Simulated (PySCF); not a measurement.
**SbF+: from the state search to spectroscopic constants**

An exercise on one series of results from a longer session: the logs are not shown, and one member is left open.

Computed with PySCF 2.14.0. Level: Sb def2-TZVPPD with ECP28, F def2-TZVPPD, scalar-relativistic core potentials.

Set-up of the first run:

A driver script around PySCF takes these settings:

```json
{
  "atoms": "Sb, F",
  "charge": "1",
  "basis": "Sb def2-TZVPPD with ECP28, F def2-TZVPPD",
  "Hamiltonian": "scalar-relativistic core potentials",
  "basis functions": "96",
  "electrons treated": "31",
  "masses in u": "120.9038, 18.9984",
  "levels": "PBE0, PBE, r²SCAN, M06-L, M06-2X, TPSSh, BLYP, r²SCANh, LC-ωPBE, HF, MP2, SCS-MP2, CCSD, CCSD(T)",
  "grid": "80 radial by 434 angular points",
  "occupations": "held fixed by the projection of orbital angular momentum",
  "dissociation limit": "Sb+ + F, each in its ground configuration",
  "starting distance in angstrom": "2.080",
  "values of 2S to try": "1, 3"
}
```

Launch:

```bash
OMP_NUM_THREADS=2 python dia.py task.json out
```

Steps of the session up to this table: The job; PBE0 along the bond; Higher solutions at PBE0; PBE (GGA); r²SCAN (meta-GGA); M06-L (meta-GGA); M06-2X (hybrid meta-GGA); TPSSh; BLYP; r²SCANh; LC-ωPBE; UHF; MP2 and coupled cluster.

One of the session's tables, all rows but one given; the rest of the session is left out.

Energy (eV) from each level's lowest point:

```
R (Å)    UHF  UHF-MP2  UHF-SCS-MP2  UHF-CCSD  UHF-CCSD(T)
1.592  1.478    1.724        1.736       n/a          n/a
1.666  0.579    0.756        0.764     0.710        0.757
1.740  0.129    0.235        0.239     0.207        0.236
1.796  0.000    0.052        0.054     0.038        0.053
1.851      ?        ?            ?         ?            ?
1.907  0.098    0.046        0.043     0.059        0.044
1.981  0.336    0.216        0.210     0.247        0.211
2.073  0.744    0.545        0.534     0.596        0.533
2.184  1.324    1.033        1.015     1.106        1.008
2.332  2.159    1.797        1.763       n/a          n/a
```

Q: Estimate the row for R (Å) = 1.851 from the others.

Worked estimate for «UHF». A straight line through the neighbours (1.796, 0.000) and (1.907, 0.098) gives 0.000 + (0.098 − 0.000) × (1.851 − 1.796) / (1.907 − 1.796) = 0.049; a parabola fitted to 4 rows on both sides gives 0.003.

As computed: UHF: 0.001; UHF-MP2: 0.000; UHF-SCS-MP2: 0.000; UHF-CCSD: 0.000; UHF-CCSD(T): 0.000. In «UHF» the line misses by +0.048 and the parabola by +0.002.
